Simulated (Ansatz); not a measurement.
# C2H8FGaS: a ladder of functionals and wavefunction methods

How much do the methods differ for C2H8FGaS? The plan is to run it at one geometry with functionals of several rungs and with coupled cluster, and see how far each lands from CCSD(T) at the basis-set limit for the atomisation energy.

Program: Ansatz 0.2.0, Gaussian basis. Level of theory: functionals in def2-TZVPP, the program's frozen cores in correlated methods. These are calculated values, not measurements.

Plan: LDA (SPW92), PBE-D4, revPBE-D4, BLYP-D4, r2SCAN-D4, B97M-V, PBE0-D4, B3LYP-D4, r2SCANh-D4, r2SCAN0-D4, HSE06-D4, BHLYP-D4, CAM-B3LYP-D4, LC-ωPBE, ωB97X-V, ωB97M-V, B2PLYP, PBE-QIDH; CCSD(T)/def2-SVP; CCSD(T)/def2-TZVPP; MP2/def2-QZVPP; extrapolation to the limit; RPA on PBE.

### Step 1. The geometry

An earlier PBE0-D4 in a triple-zeta def2 set relaxation fixed the geometry.

SMILES `[CH3][Ga-]([CH3])([F])[SH2+]`, 13 atoms, charge 0, spin multiplicity 1.

Atoms are counted from 1 here; the program's logs count them from 0.

Bond lengths: C1–Ga2 1.965 Å, C1–H6 1.092 Å, C1–H7 1.092 Å, C1–H8 1.093 Å, Ga2–C3 1.963 Å, Ga2–F4 1.803 Å, Ga2–S5 2.686 Å, C3–H9 1.093 Å, C3–H10 1.092 Å, C3–H11 1.091 Å, S5–H12 1.346 Å, S5–H13 1.343 Å. Angles: Ga2–C1–H6 111.6°, Ga2–C1–H7 110.6°, Ga2–C1–H8 110.2°, H6–C1–H7 109.0°, H6–C1–H8 107.6°, H7–C1–H8 107.8°, C1–Ga2–C3 131.4°, C1–Ga2–F4 112.5°, C1–Ga2–S5 100.8°, C3–Ga2–F4 112.3°, C3–Ga2–S5 100.1°, F4–Ga2–S5 85.8°, Ga2–C3–H9 110.0°, Ga2–C3–H10 111.6°, Ga2–C3–H11 110.6°, H9–C3–H10 107.8°, H9–C3–H11 107.8°, H10–C3–H11 108.8° and more.

### Step 2. LDA

This LDA is Slater exchange with PW92 correlation.

The input, in.yaml:

```yaml
crystal:
  periodic: [false, false, false]
  atoms:
    - {symbol: C, position_ang: [-1.393292, -1.194456, 0.562163]}
    - {symbol: Ga, position_ang: [-0.094839, -0.103409, -0.430109]}
    - {symbol: C, position_ang: [1.762766, -0.456431, -0.958212]}
    - {symbol: F, position_ang: [-0.887654, 1.120574, -1.489730]}
    - {symbol: S, position_ang: [0.284108, 1.922114, 1.292459]}
    - {symbol: H, position_ang: [-0.986547, -1.532491, 1.517859]}
    - {symbol: H, position_ang: [-2.308520, -0.628872, 0.746462]}
    - {symbol: H, position_ang: [-1.660406, -2.082318, -0.016452]}
    - {symbol: H, position_ang: [1.790664, -1.212350, -1.747124]}
    - {symbol: H, position_ang: [2.355255, -0.826524, -0.118962]}
    - {symbol: H, position_ang: [2.230512, 0.449537, -1.347400]}
    - {symbol: H, position_ang: [-0.103925, 2.649366, 0.228329]}
    - {symbol: H, position_ang: [-0.967823, 1.860460, 1.775419]}
basis:
  gaussian: {orbitals: def2-TZVPP}
hamiltonian: {xc: lda}
output: {orbitals: {seedname: orbitals}}
```

Started as:

```bash
ansatz run in.yaml --threads 8 --pin off --events-out ev --progress --plain --max-ram 18278MiB
```

The runs that follow: PBE-D4 (GGA); revPBE-D4 (GGA); BLYP-D4 (GGA); r2SCAN-D4 (meta-GGA); B97M-V (meta-GGA); B3LYP-D4 (hybrid); r2SCANh-D4 (hybrid); r2SCAN0-D4 (hybrid); HSE06-D4 (hybrid); BHLYP-D4 (hybrid); CAM-B3LYP-D4 (range-separated); LC-ωPBE (range-separated); ωB97X-V (range-separated); ωB97M-V (range-separated); B2PLYP (double hybrid); PBE-QIDH (double hybrid); CCSD(T) in def2-SVP; CCSD(T) in def2-TZVPP; MP2 in def2-QZVPP; RPA on PBE orbitals.

**Question.** What will the summary of the whole plan be? Wanted: atomisation energy, CCSD(T)/CBS; farthest beyond LDA; mean size of error, GGA; mean size of error, meta-GGA; mean size of error, hybrid; mean size of error, range-separated; mean size of error, double hybrid; gap, smallest and largest; T1 diagnostic.

**Answer**, as computed:

| quantity | value |
| --- | --- |
| atomisation energy, CCSD(T)/CBS | 4414.0 kJ/mol |
| functionals within 44.1 kJ/mol (1.0 %) | PBE-D4, r2SCAN-D4, B97M-V, PBE0-D4, B3LYP-D4, r2SCANh-D4, HSE06-D4, CAM-B3LYP-D4, LC-ωPBE, ωB97X-V, ωB97M-V, PBE-QIDH |
| farthest beyond LDA | BHLYP-D4 (-132.9 kJ/mol) |
| mean size of error, GGA | 52.2 kJ/mol |
| mean size of error, meta-GGA | 4.9 kJ/mol |
| mean size of error, hybrid | 51.3 kJ/mol |
| mean size of error, range-separated | 16.5 kJ/mol |
| mean size of error, double hybrid | 55.9 kJ/mol |
| gap, smallest and largest | 4.94 eV (BLYP-D4), 12.39 eV (LC-ωPBE) |
| T1 diagnostic | 0.0118 |
| triples share of the correlation energy | 3.6 % |

What this shows: The LDA atomisation energy is off by 565.1 kJ/mol (13 %): it overbinds. PBE-D4 misses by +23.8 kJ/mol. Double hybrids carry the basis error of their MP2 part in triple zeta, and no dispersion term here, so their miss is partly the set-up's. The rungs meta-GGA, range-separated miss on average by less than the doubt on the reference (44.1 kJ/mol), so they tie. The reference freezes the cores and leaves out relativity and excitations past (T), and its outer-core shells are covered unevenly, so misses under about 44.1 kJ/mol can't be ranked. Hartree-Fock recovers 74 % of the binding; the rest is correlation. CCSD(T) in def2-SVP is off by -225.9 kJ/mol, which most functionals beat. The gap grows from 4.9 to 12.4 eV across the functionals, mostly with the share of exact exchange. Correlated methods include outer-core shells of Ga, which these sets cover unevenly.
